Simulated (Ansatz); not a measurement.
**CH₂SSe (SMILES S=C[SeH]): functionals against CCSD(T) at one geometry**

The task here is to estimate one member of a computed series from the others.

Program: Ansatz 0.2.0, Gaussian basis. Level of theory: single points in def2-TZVPP. These are calculated values, not measurements.

Cores are frozen in the correlated methods. Filled d shells of the heavier atoms are correlated.

## The system as given

SMILES `S=C[SeH]`, 5 atoms, charge 0, spin multiplicity 1.

Atoms are counted from 1 here; the program's logs count them from 0.

Bond lengths: S1–C2 1.792 Å, C2–Se3 1.765 Å, C2–H4 0.963 Å, Se3–H5 1.384 Å. Angles: S1–C2–Se3 122.0°, S1–C2–H4 110.8°, Se3–C2–H4 122.8°, C2–Se3–H5 104.4°.

Geometry (Å):

```xyz
5

S    -0.7665   -1.3320   -0.8509
C    -0.2365   -0.2237    0.4531
Se    0.7727    1.1880    0.1282
H    -0.8290   -0.2778    1.2098
H     1.1794    1.0248   -1.1848
```

The first run:

File run/in.yaml:

```yaml
crystal:
  periodic: [false, false, false]
  atoms:
    - {symbol: S, position_ang: [-0.766500, -1.332000, -0.850900]}
    - {symbol: C, position_ang: [-0.236500, -0.223700, 0.453100]}
    - {symbol: Se, position_ang: [0.772700, 1.188000, 0.128200]}
    - {symbol: H, position_ang: [-0.829000, -0.277800, 1.209800]}
    - {symbol: H, position_ang: [1.179400, 1.024800, -1.184800]}
basis:
  gaussian: {orbitals: def2-TZVPP}
correlation: {method: ccsd_t}
output: {forces: true}
```

No record of the launch command was kept for these runs.

Among the steps run: CCSD(T)/def2-TZVPP; PBE0-D4/def2-TZVPP; wB97M-V/def2-TZVPP; r2SCAN-D4/def2-TZVPP; PBE-D4/def2-TZVPP; r2SCAN0-D4/def2-TZVPP; BHLYP-D4/def2-TZVPP.

One table of the session follows, with a row left open; its other results are not shown here.

| method | RMS force component (eV/Å) | angle to CCSD(T) forces (°) | dipole (D) |
| --- | --- | --- | --- |
| CCSD(T) | 3.238 | reference | 2.21 |
| PBE0-D4 | 3.371 | 3.9 | 2.71 |
| wB97M-V | 3.373 | 3.8 | 2.63 |
| r2SCAN-D4 | 3.283 | 3.0 | 2.77 |
| PBE-D4 | 3.297 | 3.9 | 2.66 |
| r2SCAN0-D4 | ? | ? | ? |
| BHLYP-D4 | 3.349 | 5.2 | 2.77 |

Q: Estimate the row for r2SCAN0-D4 from the others.

As computed: RMS force component (eV/Å): 3.357; angle to CCSD(T) forces (°): 4.8; dipole (D): 2.78. In the column «RMS force component (eV/Å)» it lies between BHLYP-D4 (3.349) and PBE0-D4 (3.371).
